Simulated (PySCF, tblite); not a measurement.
**C₄H₁₂OSi₂: geometry, infrared bands and NMR shifts**

What infrared bands and NMR shifts should C₄H₁₂OSi₂ (`CCO/C([SiH3])=C/[SiH3]`) show?

Programs: tblite 0.8.0 and PySCF 2.14.0, with density-fitted response routines of our own. Each step states its level of theory. These are calculated values for one molecule in the gas phase, unless marked as measured. Atoms are numbered from 0 throughout.

### Step 1. The starting structure

19 atoms, charge 0, multiplicity 1; geometry from: force field or distance geometry start.

Bonds of the start (Å): C0–C1 1.53, C1–O2 1.42, O2–C3 1.40, C3–Si4 1.90, C3–C5 1.36, C5–Si6 1.84, C0–H7 1.10, C0–H8 1.09, C0–H9 1.09, C1–H10 1.09, C1–H11 1.11, Si4–H12 1.49, Si4–H13 1.48, Si4–H14 1.50, C5–H15 1.08, Si6–H16 1.49, Si6–H17 1.48, Si6–H18 1.48.

### Step 2. Relaxing the molecule with GFN2-xTB

The job: settings as JSON, then the geometry in Å.

```
{"job": {"kind": "relax", "xc": "GFN2-xTB", "basis": "xTB"}, "charge": 0, "multiplicity": 1}
C      3.255900    -0.103800     0.437800
C      1.862000    -0.449600    -0.093500
O      0.935800     0.431900     0.520500
C     -0.420500     0.325500     0.191300
Si    -1.460200     1.611000     1.135100
C     -0.926500    -0.599800    -0.660500
Si    -2.651000    -0.910900    -1.208400
H      3.287500    -0.186200     1.533800
H      4.012700    -0.760400     0.007300
H      3.492800     0.936300     0.201200
H      1.850400    -0.339600    -1.175000
H      1.629300    -1.493000     0.189000
H     -2.474200     0.921200     1.979800
H     -0.597200     2.466100     1.987400
H     -2.176200     2.475600     0.144800
H     -0.268700    -1.304900    -1.138100
H     -3.496600    -1.255600    -0.033200
H     -3.202500     0.287400    -1.868600
H     -2.662500    -2.041900    -2.158300
```

The run is started by

```console
$ OMP_NUM_THREADS=1 python probes_run.py task.json out
```

The driver reads the jobs from task.json and runs them one after another.

Log:

```text
step      E/eV     max force
  0    -603.24623    1.411
  1    -603.30339    0.690
  2    -603.32054    0.365
  3    -603.33334    0.357
  4    -603.34917    0.260
  5    -603.35476    0.170
  6    -603.35994    0.152
  7    -603.36232    0.134
  8    -603.36546    0.150
  9    -603.36799    0.135
 10    -603.36994    0.121
 11    -603.37134    0.099
 12    -603.37278    0.125
 13    -603.37432    0.146
 14    -603.37564    0.103
 15    -603.37647    0.071
 16    -603.37703    0.061
 17    -603.37758    0.063
 18    -603.37816    0.066
 19    -603.37869    0.056
 20    -603.37919    0.062
 21    -603.37974    0.059
 22    -603.38039    0.079
 23    -603.38111    0.076
 24    -603.38179    0.071
 25    -603.38243    0.084
 26    -603.38308    0.080
 27    -603.38378    0.057
 28    -603.38442    0.051
 29    -603.38485    0.049
 30    -603.38509    0.047
 31    -603.38527    0.038
 32    -603.38546    0.034
 33    -603.38570    0.037
 34    -603.38594    0.038
 35    -603.38611    0.027
 36    -603.38619    0.020
 37    -603.38624    0.020
 38    -603.38630    0.018
 39    -603.38638    0.021
 40    -603.38647    0.021
 41    -603.38652    0.016
 42    -603.38655    0.010
 43    -603.38657    0.010
 44    -603.38658    0.007
```

It took 0.53 s on 1 thread of Arm Neoverse N1, shared host.

The steps of the relaxation: (not every step is listed)

| step | energy from step 0 (eV) | largest force (eV/Å) |
| --- | --- | --- |
| 0 | 0.0000 | 1.4112 |
| 1 | -0.0572 | 0.6897 |
| 2 | -0.0743 | 0.3652 |
| 3 | -0.0871 | 0.3575 |
| 4 | -0.1029 | 0.2600 |
| 5 | -0.1085 | 0.1704 |
| 6 | -0.1137 | 0.1522 |
| 7 | -0.1161 | 0.1344 |
| 8 | -0.1192 | 0.1499 |
| 11 | -0.1251 | 0.0991 |
| 14 | -0.1294 | 0.1032 |
| 17 | -0.1313 | 0.0626 |
| 20 | -0.1330 | 0.0616 |
| 23 | -0.1349 | 0.0763 |
| 26 | -0.1368 | 0.0802 |
| 29 | -0.1386 | 0.0488 |
| 32 | -0.1392 | 0.0335 |
| 35 | -0.1399 | 0.0275 |
| 38 | -0.1401 | 0.0177 |
| 39 | -0.1402 | 0.0205 |
| 40 | -0.1402 | 0.0210 |
| 41 | -0.1403 | 0.0156 |
| 42 | -0.1403 | 0.0102 |
| 43 | -0.1403 | 0.0105 |
| 44 | -0.1404 | 0.0075 |

Distances of close pairs at the start and the end, largest changes first:

| bond | before (Å) | after (Å) | change (Å) |
| --- | --- | --- | --- |
| O2–C3 | 1.400 | 1.367 | -0.033 |
| C5–Si6 | 1.836 | 1.868 | +0.032 |
| Si4–H14 | 1.497 | 1.466 | -0.031 |
| Si4–H12 | 1.489 | 1.466 | -0.024 |
| Si4–H13 | 1.484 | 1.461 | -0.023 |
| Si6–H16 | 1.488 | 1.467 | -0.022 |
| C3–C5 | 1.356 | 1.336 | -0.019 |
| C1–H10 | 1.087 | 1.100 | +0.013 |

The final coordinates are the input of the step that follows.

### Step 3. Vibrational analysis with GFN2-xTB

The job: settings as JSON, then the geometry in Å.

```
{"job": {"kind": "ir", "xc": "GFN2-xTB", "basis": "xTB"}, "charge": 0, "multiplicity": 1}
C      3.223725    -0.036127     0.489988
C      1.871520    -0.443419    -0.073279
O      0.891454     0.405762     0.487451
C     -0.421195     0.246406     0.140198
Si    -1.421224     1.551482     1.082584
C     -0.895986    -0.667851    -0.710687
Si    -2.695391    -0.866047    -1.169925
H      3.218952    -0.132212     1.572629
H      4.002248    -0.672180     0.077758
H      3.435230     0.999176     0.235481
H      1.867446    -0.346342    -1.168773
H      1.649292    -1.489736     0.182157
H     -2.407544     0.888229     1.940065
H     -0.477490     2.324048     1.887849
H     -2.115962     2.420236     0.128476
H     -0.205135    -1.357339    -1.183028
H     -3.516714    -1.182160     0.003419
H     -3.224078     0.345393    -1.806181
H     -2.788951    -1.978068    -2.123643
```

Log:

```text
mode    cm-1     km/mol
  1     -54.5      0.01
  2      54.2      0.65
  3      75.8      0.01
  4     122.3      1.49
  5     127.9      0.24
  6     136.8      0.94
  7     178.5      0.32
  8     214.5      0.53
  9     290.4      1.62
 10     328.5      5.05
 11     388.5      5.88
 12     440.4      0.15
 13     540.6     19.94
 14     545.6     68.30
 15     571.3    184.67
 16     579.2     58.09
 17     666.0     22.29
 18     767.7    477.57
 19     769.8     15.14
 20     771.0     17.86
 21     774.6     37.82
 22     799.6    121.10
 23     804.0    324.10
 24     813.4    627.75
 25     849.8      0.52
 26     902.0     38.85
 27     912.9     15.05
 28    1073.7     14.76
 29    1124.7     44.53
 30    1132.7    150.95
 31    1141.9     12.83
 32    1249.1      0.53
 33    1281.5     16.15
 34    1332.6     11.50
 35    1401.5      8.07
 36    1476.9      3.52
 37    1491.1      2.50
 38    1494.1      3.31
 39    1615.4    238.88
 40    2216.3    164.47
 41    2217.8    386.33
 42    2229.9     45.72
 43    2242.6    648.75
 44    2244.2    255.13
 45    2283.4    284.14
 46    2865.4     56.85
 47    2893.4     30.23
 48    3018.2     63.51
 49    3045.6     27.84
 50    3046.1     25.25
 51    3049.6     20.29
```

It took 1.2 s on 1 thread of Arm Neoverse N1, shared host.

The strongest bands and the atoms that carry them (share of the mass-weighted mode):

| cm⁻¹ | km/mol | atoms |
| --- | --- | --- |
| 768 | 477.6 | H14 29 %, H12 28 %, H13 25 % |
| 804 | 324.1 | H18 37 %, H15 16 %, H17 13 %, H16 11 % |
| 813 | 627.8 | H16 19 %, H17 19 %, H18 18 %, H12 12 % |
| 1615 | 238.9 | C3 53 %, C5 45 % |
| 2218 | 386.3 | H18 62 %, H16 25 % |
| 2243 | 648.8 | H12 53 %, H14 30 % |
| 2244 | 255.1 | H14 56 %, H12 31 % |
| 2283 | 284.1 | H13 96 % |

### Step 4. Nuclear shieldings: PBE0/pcSseg-1

Same as in step 3 but for these lines:

```diff
@@ -1,2 +1,2 @@
-{"job": {"kind": "ir", "xc": "GFN2-xTB", "basis": "xTB"}, "charge": 0, "multiplicity": 1}
+{"job": {"kind": "nmr", "xc": "PBE0", "basis": "pcSseg-1"}, "charge": 0, "multiplicity": 1}
 C      3.223725    -0.036127     0.489988
```

Method: GIAO PBE0/pcSseg-1 NMR shielding, non-relativistic, gas phase.

Log:

```text
coarse grid: 16120 points
cycle   1  E = -813.1247270284  dE =  4.976e-01  |g| = 5.395e-01  |ddm| = 3.792e+00
cycle   2  E = -813.0868311543  dE =  3.790e-02  |g| = 7.071e-01  |ddm| = 9.839e-01
cycle   3  E = -813.1838567276  dE = -9.703e-02  |g| = 1.088e-01  |ddm| = 6.197e-01
cycle   4  E = -813.1855517257  dE = -1.695e-03  |g| = 4.906e-02  |ddm| = 1.092e-01
cycle   5  E = -813.1860805492  dE = -5.288e-04  |g| = 1.490e-02  |ddm| = 5.371e-02
cycle   6  E = -813.1861332476  dE = -5.270e-05  |g| = 4.283e-03  |ddm| = 1.685e-02
cycle   7  E = -813.1861378620  dE = -4.614e-06  |g| = 6.610e-04  |ddm| = 4.404e-03
final grid: 144360 points
cycle   8  E = -813.2380148986  dE = -3.310e-05  |g| = 1.170e-02  |ddm| = 3.194e-02
cycle   9  E = -813.2379775873  dE =  3.731e-05  |g| = 1.840e-02  |ddm| = 1.941e-02
cycle  10  E = -813.2380406549  dE = -6.307e-05  |g| = 2.397e-03  |ddm| = 1.334e-02
cycle  11  E = -813.2380420720  dE = -1.417e-06  |g| = 3.509e-04  |ddm| = 2.645e-03
cycle  12  E = -813.2380420948  dE = -2.274e-08  |g| = 1.755e-04  |ddm| = 3.907e-04
cycle  13  E = -813.2380421020  dE = -7.255e-09  |g| = 2.804e-05  |ddm| = 1.489e-04
cycle  14  E = -813.2380421022  dE = -1.726e-10  |g| = 5.227e-06  |ddm| = 3.388e-05
converged SCF energy = -813.2380421022

GIAO shielding tensors (ppm)
atom      isotropic    diamagn.    paramagn.     s11        s22        s33       span
  0 C      169.796     245.868     -76.072    155.481    168.422    185.485     30.004
  1 C      122.487     248.726    -126.239    101.440    105.481    160.540     59.100
  2 O      140.044     402.413    -262.369     14.643    168.960    236.529    221.886
  3 C        7.360     255.142    -247.782   -104.256     28.345     97.990    202.246
  4 Si     427.263     882.006    -454.743    387.961    428.767    465.060     77.099
  5 C       90.801     263.465    -172.665     -4.488     95.597    181.293    185.781
  6 Si     436.095     880.399    -444.304    415.246    419.191    473.848     58.602
  7 H       30.137      29.275       0.863     26.257     28.345     35.810      9.553
  8 H       30.566      27.233       3.333     26.261     27.945     37.492     11.231
  9 H       30.137      29.273       0.864     26.257     28.344     35.811      9.553
 10 H       27.983      33.156      -5.172     23.423     28.737     31.790      8.367
 11 H       27.984      33.159      -5.174     23.423     28.736     31.793      8.370
 12 H       27.419      29.952      -2.533     24.184     26.234     31.839      7.655
 13 H       27.624      30.055      -2.431     23.675     27.209     31.988      8.313
 14 H       27.421      29.953      -2.532     24.183     26.239     31.840      7.657
 15 H       26.757      35.709      -8.952     23.452     26.088     30.731      7.278
 16 H       27.471      29.048      -1.577     24.014     26.135     32.264      8.250
 17 H       27.469      29.043      -1.575     24.012     26.127     32.266      8.253
 18 H       27.544      28.502      -0.957     24.268     25.782     32.583      8.315
```

Run time: 64 s. Hardware: 1 thread of Arm Neoverse N1, shared host; peak memory 0.85 GiB.

Shifts follow as δ = σ(reference) − σ, with reference shieldings (ppm) from runs at the same level and on the same kind of geometry: 1H TMS 31.72, 13C TMS 186.9, 29Si TMS 349.2, 17O H2O 336.1. The references are single molecules in the gas phase, so shifts against H2O, NH3, PH3, H3PO4 or CFCl3 are not on the usual liquid scales and can be off by tens of ppm. Atoms listed in one row are averaged.

| atoms | environment | σ (ppm) | δ (ppm) | δ scaled to CDCl3 |
| --- | --- | --- | --- | --- |
| C3 | alkene carbon bearing oxygen | 7.4 | 179.6 | 173.3 |
| C5 | β carbon of an enol-ether or enamine type C=C | 90.8 | 96.1 | 91.9 |
| C1 | sp3 CH2 bonded to O | 122.5 | 64.4 | 61.0 |
| C0 | methyl carbon | 169.8 | 17.1 | 14.8 |
| H15 | hydrogen on a β carbon of an enol-ether or enamine type C=C | 26.76 | 4.96 | 4.78 |
| H12, H13, H14 | hydrogen on a silicon bonded to C | 27.49 | 4.23 | – |
| H16, H17, H18 | hydrogen on a silicon bonded to C | 27.49 | 4.22 | – |
| H10, H11 | hydrogen on an sp3 CH2 bonded to O | 27.98 | 3.73 | 3.62 |
| H7, H8, H9 | hydrogen on a methyl carbon | 30.28 | 1.44 | 1.46 |
| O2 | ether oxygen | 140.0 | 196.0 | – |
| Si4 | silicon bonded to C, 3 H | 427.3 | -78.1 | – |
| Si6 | silicon bonded to C, 3 H | 436.1 | -86.9 | – |

The scaled column applies a straight-line fit of computed shieldings to shifts measured in CDCl3 (root-mean-square error 0.16 ppm for H, 1.9 ppm for C).

Charges from the same density, by scheme (e):

| atoms | Mulliken | IAO | Hirshfeld | ESP fit |
| --- | --- | --- | --- | --- |
| C0 | -0.26 | -0.42 | -0.12 | -0.51 |
| C1 | -0.03 | -0.05 | 0.01 | 0.40 |
| O2 | -0.48 | -0.33 | -0.10 | -0.33 |
| C3 | -0.05 | -0.04 | -0.01 | 0.10 |
| Si4 | 0.50 | 0.59 | 0.31 | 0.37 |
| C5 | -0.48 | -0.53 | -0.19 | -0.43 |
| Si6 | 0.51 | 0.60 | 0.30 | 0.36 |

Mayer bond orders: C0–C1 1.07, C1–O2 0.87, O2–C3 1.02, C3–Si4 0.86, C3–C5 1.78, C5–Si6 0.91.

The fields below are evaluated on a grid from the run's orbitals.

Frontier orbitals at PBE0/pcSseg-1, with the share of their density that lies nearest to each atom:

| orbital | energy (eV) | lies on |
| --- | --- | --- |
| HOMO | -6.89 | C5 38 %; O2 24 %; C3 18 % |
| LUMO | -0.35 | C3 31 %; C5 21 %; O2 8 % |

ELF in a plane through or near 11 of the atoms.

Ten even steps from '0' (0.00) to '9' (1.00):
```
0000000000000000000000000000
0000000000000000000000000000
0000000000001463000000000000
0000000000039999400000000000
0000000000079999711000000000
0000000000018997113200000000
0000000000000362423300000000
0000000000474052303200000000
0000024510587479830000000000
0000035352423871400021000000
0002796194263278576024300000
0007999753250063392751200000
0004999303530599772312200000
0000262000000799515999700000
0000000000000396008999910000
0000000000000000008999910000
0000000000000000002787200000
0000000000000000000000000000
0000000000000000000000000000
0000000000000000000000000000
```
The map spans 13.1 Å across and 11.3 Å up, centred on the molecule. Atoms in the plane (x, y in Å): C0 (-3.3, -0.1), C1 (-1.8, -0.6), O2 (-1.0, 0.5), C3 (0.4, 0.3), Si4 (1.2, 2.0), C5 (1.0, -0.9), Si6 (2.9, -1.1), H8 (-4.0, -0.9), H13 (0.2, 3.0), H15 (0.4, -1.8), H18 (3.1, -2.6).

On the surface of density 0.002 e/bohr³ the electrostatic potential runs, from the 1st to the 99th percentile, from -0.94 V near O2 to 0.87 V near H15.

### Step 5. Results

| quantity | value |
| --- | --- |
| strongest single infrared mode (GFN2-xTB) | 2243 cm⁻¹, 649 km/mol |
| zero-point energy (GFN2-xTB) | 86.6 kcal/mol |
| 13C shifts against TMS (PBE0/pcSseg-1) | 179.6, 96.1, 64.4, 17.1 ppm |
| 1H shifts against TMS (PBE0/pcSseg-1, means over atoms taken as alike) | 4.96, 4.23, 4.22, 3.73, 1.44 ppm |
| 17O shifts against H2O (PBE0/pcSseg-1) | 196.0 ppm |
| 29Si shifts against TMS (PBE0/pcSseg-1) | -78.1, -86.9 ppm |
| surface potential, 1st and 99th percentile | -0.94 V and 0.87 V |

**Reading.** The optimisation took 44 steps and gained 0.140 eV; among the close pairs (by a distance rule), O2–C3 changed most, from 1.400 to 1.367 Å. The lowest mode is imaginary (54i cm⁻¹), so the xTB geometry is not a minimum. Unscaled tight-binding wavenumbers are off by several per cent, some by more. Its intensities can rank the bands wrongly. C3 (alkene carbon bearing oxygen) lies farthest downfield among carbon, at 179.6 ppm; an sp2 carbon further deshielded by the attached heteroatom. At PBE0/pcSseg-1: Shielding is most anisotropic at O2 (span 222 ppm, paramagnetic term -262 ppm). By nearest atom (PBE0/pcSseg-1), the HOMO sits on C5 38 %; O2 24 % and the LUMO on C3 31 %; C5 21 %.
